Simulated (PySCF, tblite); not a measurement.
# C5H9BNP: geometry, infrared bands and NMR shifts

Wanted: the infrared bands and NMR shifts of C5H9BNP (`CCC1=C[P@@H+]1[BH2-]C#N`), by calculation.

Computed with tblite 0.8.0 and PySCF 2.14.0, with density-fitted response routines of our own, on a single molecule in the gas phase. Atoms count from 0, in the outputs and in this text.

### Step 1. The starting structure

17 atoms, charge 0, multiplicity 1; geometry from: force field or distance geometry start.

Bonds of the start (Å): C0–C1 1.50, C1–C2 1.50, C2–C3 1.34, C3–P4 1.78, P4–B5 1.87, B5–C6 1.55, C6–N7 1.15, P4–C2 1.78, C0–H8 1.10, C0–H9 1.12, C0–H10 1.11, C1–H11 1.11, C1–H12 1.11, C3–H13 1.11, P4–H14 1.40, B5–H15 1.20, B5–H16 1.20.

### Step 2. Geometry optimisation with GFN2-xTB

What the job is given:

```
{"job": {"kind": "relax", "xc": "GFN2-xTB", "basis": "xTB"}, "charge": 0, "multiplicity": 1}
C     -2.426700     0.456500     0.590600
C     -1.295700    -0.372800     1.119000
C     -0.387500    -0.650800    -0.036000
C      0.181200    -1.555400    -0.847000
P      0.618200     0.107500    -1.297500
B      2.228600     0.844900    -0.690100
C      2.873700    -0.034200     0.415200
N      3.345400    -0.672900     1.246300
H     -2.449800     1.430300     1.095300
H     -3.387000    -0.096800     0.724400
H     -2.286000     0.645200    -0.495900
H     -1.642300    -1.349800     1.503200
H     -0.768000     0.181900     1.927200
H      0.348000    -2.619400    -1.111200
H      0.023500     0.723300    -2.410900
H      2.005400     1.898900    -0.169300
H      3.011700     1.075600    -1.573200
```

Run with:

```bash
$ OMP_NUM_THREADS=1 python probes_run.py task.json out
```

The driver reads the jobs from task.json and runs them one after another.

**Question.** This job is followed by: GFN2-xTB harmonic vibrations, gas phase; GIAO PBE0/pcSseg-1 NMR shielding, non-relativistic, gas phase. What will the session give for the following? strongest single infrared mode (GFN2-xTB); zero-point energy (GFN2-xTB); ¹³C shifts against TMS (PBE0/pcSseg-1); ¹H shifts against TMS (PBE0/pcSseg-1, means over atoms taken as alike); ³¹P shifts against H3PO4 (PBE0/pcSseg-1); ¹¹B shifts against BF3·OEt2 (PBE0/pcSseg-1); ¹⁵N shifts against NH3 (PBE0/pcSseg-1); surface potential, 1st and 99th percentile.

**Answer**, as computed:

| quantity | value |
| --- | --- |
| strongest single infrared mode (GFN2-xTB) | 2131 cm⁻¹, 360 km/mol |
| zero-point energy (GFN2-xTB) | 77.8 kcal/mol |
| ¹³C shifts against TMS (PBE0/pcSseg-1) | 151.0, 132.8, 112.6, 22.9, 14.6 ppm |
| ¹H shifts against TMS (PBE0/pcSseg-1, means over atoms taken as alike) | 7.55, 3.91, 3.60, 3.05, 2.05, 1.97, 1.50 ppm |
| ³¹P shifts against H3PO4 (PBE0/pcSseg-1) | -220.1 ppm |
| ¹¹B shifts against BF3·OEt2 (PBE0/pcSseg-1) | -44.2 ppm |
| ¹⁵N shifts against NH3 (PBE0/pcSseg-1) | 339.8 ppm |
| surface potential, 1st and 99th percentile | -2.09 V and 1.60 V |

What this shows: Relaxing lowered the energy by 0.659 eV in 171 steps; the close pair that moved most is P4–B5, from 1.872 to 1.965 Å. All 45 modes are real, so the xTB geometry is a minimum. The strongest single mode, at 2131 cm⁻¹, moves mainly H14. Unscaled tight-binding wavenumbers are off by several per cent, some by more. Its intensities can rank the bands wrongly. The most deshielded hydrogen is H13 (hydrogen on an alkene CH), at 7.55 ppm: olefinic region. At PBE0/pcSseg-1: The largest span, 619 ppm, is at P4, where the paramagnetic term is -430 ppm. At PBE0/pcSseg-1, counted by nearest atom on the grid, the HOMO lies on N7 27 %; H16 21 %, the LUMO on C2, C3 about 34 % each; H13 10 %.
